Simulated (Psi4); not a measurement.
**MP2/cc-pVTZ (density fitting, density fitting for correlation, sweep point 3) run of CH4BFN2 (SMILES FB1NCN1)**

Aim: the energy of CH4BFN2. 

Program for the calculation: Psi4 1.11.

### Step 1. The molecule

CH4BFN2 has 9 atoms, charge 0, and is taken as a singlet. As SMILES, `FB1NCN1`. The shape is that of a PBE0-D4/def2-TZVP optimisation.

Bond lengths: F1–B2 1.323 Å, B2–N3 1.428 Å, N3–C4 1.464 Å, B2–N5 1.428 Å, C4–N5 1.464 Å, N3–H6 1.004 Å, C4–H7 1.095 Å, C4–H8 1.095 Å, N5–H9 1.004 Å. Some angles: F1–B2–N3 132.9°, F1–B2–N5 132.9°, N3–B2–N5 94.2°, B2–N3–C4 87.3°, N3–C4–N5 91.2°, B2–N5–C4 87.3°, B2–N3–H6 134.0°, C4–N3–H6 123.3°, N3–C4–H7 114.1°, N3–C4–H8 113.3°.

### Step 2. A single-point energy at MP2/cc-pVTZ (density fitting, density fitting for correlation, sweep point 3)

File job.py:

```python
import psi4

psi4.set_memory(1600000000)
psi4.set_num_threads(1)
psi4.core.set_output_file('ch4bfn2.out', False)

molecule = psi4.geometry("""
0 1
F      1.881300    -0.113600     1.551000
B      0.864300    -0.054700     0.707100
N      0.760400     0.328200    -0.664900
C     -0.670600     0.034300    -0.566500
N     -0.526700    -0.350900     0.838800
H      1.306500     0.137700    -1.485600
H     -1.002900    -0.788500    -1.208900
H     -1.304900     0.913000    -0.726200
H     -1.219100    -0.152000     1.538000
symmetry c1
""")

psi4.set_options({
    'basis': 'cc-pVTZ',
    'reference': 'rhf',
    'scf_type': 'df',
    'num_frozen_docc': 5,
    'scf_initial_accelerator': 'none',
})

energy_value = psi4.energy('mp2', molecule=molecule)
print(f'mp2 energy: {energy_value:.10f} Eh')
for k, v in sorted(psi4.core.scalar_variables().items()):
    print(f'{k:45s} {v:18.10f}')
```

Started as:

```
$ python job.py
```

Q: Predict the results. Wanted: total energy; HOMO energy; LUMO energy; HOMO–LUMO gap; correlation energy.

Answer, from the run:

At MP2/cc-pVTZ (density fitting, density fitting for correlation, sweep point 3), 5 core orbitals frozen:

| quantity | value |
| --- | --- |
| total energy | -274.33998 Eh |
| HOMO energy (Hartree–Fock orbitals) | -10.92 eV |
| LUMO energy (Hartree–Fock orbitals) | 3.82 eV |
| HOMO–LUMO gap (Hartree–Fock orbitals) | 14.73 eV |
| correlation energy (5 core orbitals frozen) | -922.6 mEh |
